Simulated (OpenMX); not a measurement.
The system is GaB.

```
Ga B
1.0
     2.71824    0.00000    0.00000
     0.00000    2.71824    0.00000
     0.00000    0.00000    3.23621
Ga B
1 1
Direct
  0.50000 0.50000 0.50000
  0.00000 0.00000 0.00000
```

The cell was built by a generator and needn't be a form met in nature.

Base run:

- Program: OpenMX 3.8.5
- Functional: PBE
- Potentials or basis: OpenMX 2013 PBE set, Ga7.0-s2p2d1, B7.0-s2p2, grid cutoff 500 Ry
- k mesh: 7 × 7 × 7
- Occupations: fermi-dirac, width 0.05 eV
- Spin: no spin polarisation

Its results: pressure 6.6 GPa.

The run is repeated on the same cell with these changes: potentials or basis from OpenMX 2013 PBE set, Ga7.0-s2p2d1, B7.0-s2p2, grid cutoff 500 Ry to OpenMX 2013 PBE set, Ga7.0-s3p2d2, B7.0-s2p2d1, grid cutoff 500 Ry. What comes out?

Pressure 1.6 GPa.

Caveats: the basis of atomic orbitals isn't converged, which shifts pressures, moduli and gaps.
